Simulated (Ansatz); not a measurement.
**C2H5FO2Si: small, medium and large basis sets**

An exercise on one series of results from a longer session: the logs are not shown, and one member is left open.

Program: Ansatz 0.2.0, Gaussian basis. Level of theory: one geometry, several basis sets. These are calculated values, not measurements.

Levels to be run: PBE0-D4/def2-SVP; ωB97M-V/def2-SVP; PBE0-D4/def2-QZVPP; ωB97M-V/def2-QZVPP; the functionals' def2-TZVPP values are taken from earlier runs.

## Structure used throughout

All runs share one geometry, relaxed beforehand with PBE0-D4 in a triple-zeta def2 set.

SMILES `CC(=O)O[SiH2]F`, 11 atoms, charge 0, spin multiplicity 1.

Atoms are counted from 1 here; the program's logs count them from 0.

Bond lengths: C1–C2 1.490 Å, C1–H7 1.087 Å, C1–H8 1.092 Å, C1–H9 1.092 Å, C2–O3 1.208 Å, C2–O4 1.338 Å, O4–Si5 1.688 Å, Si5–F6 1.592 Å, Si5–H10 1.472 Å, Si5–H11 1.472 Å. Angles: C2–C1–H7 110.0°, C2–C1–H8 109.5°, C2–C1–H9 109.5°, H7–C1–H8 110.3°, H7–C1–H9 110.3°, H8–C1–H9 107.1°, C1–C2–O3 125.8°, C1–C2–O4 114.0°, O3–C2–O4 120.2°, C2–O4–Si5 112.2°, O4–Si5–F6 102.3°, O4–Si5–H10 111.2°, O4–Si5–H11 111.2°, F6–Si5–H10 107.7°, F6–Si5–H11 107.7°, H10–Si5–H11 115.9°.

Set-up of the first run:

File in.yaml:

```yaml
crystal:
  periodic: [false, false, false]
  atoms:
    - {symbol: C, position_ang: [-0.092925, -1.158162, 1.587427]}
    - {symbol: C, position_ang: [0.270975, -0.502196, 0.299470]}
    - {symbol: O, position_ang: [1.178152, -0.828075, -0.428774]}
    - {symbol: O, position_ang: [-0.514038, 0.532345, -0.024334]}
    - {symbol: Si, position_ang: [-0.064719, 1.241136, -1.488505]}
    - {symbol: F, position_ang: [-1.129712, 2.415181, -1.636600]}
    - {symbol: H, position_ang: [0.585525, -1.982738, 1.789421]}
    - {symbol: H, position_ang: [-1.122107, -1.518667, 1.534214]}
    - {symbol: H, position_ang: [-0.050093, -0.424825, 2.395033]}
    - {symbol: H, position_ang: [1.269173, 1.857085, -1.393999]}
    - {symbol: H, position_ang: [-0.264830, 0.311817, -2.612753]}
basis:
  gaussian: {orbitals: def2-SVP}
hamiltonian: {xc: pbe0, dispersion: d4}
output: {orbitals: {seedname: orbitals}}
```

Launch:

```bash
ansatz run in.yaml --threads 4 --pin off --events-out ev --progress --plain --max-ram 10444MiB
```

Among the steps run: PBE0-D4 in def2-SVP; ωB97M-V in def2-SVP; PBE0-D4 in def2-QZVPP; ωB97M-V in def2-QZVPP.

One of the session's tables, all rows but one given; the rest of the session is left out.

| functional | basis | HOMO (eV) | LUMO (eV) |
| --- | --- | --- | --- |
| PBE0-D4 | def2-SVP | -8.47 | -0.15 |
| PBE0-D4 | def2-TZVPP | -8.55 | -0.29 |
| PBE0-D4 | def2-QZVPP | -8.58 | -0.35 |
| ωB97M-V | def2-SVP | -10.89 | 2.20 |
| ωB97M-V | def2-TZVPP | ? | ? |
| ωB97M-V | def2-QZVPP | -11.02 | 1.46 |

Q: Estimate the row for ωB97M-V, def2-TZVPP from the others.

**Answer.** HOMO (eV): -10.99; LUMO (eV): 2.01. In the column «HOMO (eV)» it lies between ωB97M-V, def2-QZVPP (-11.02) and ωB97M-V, def2-SVP (-10.89).
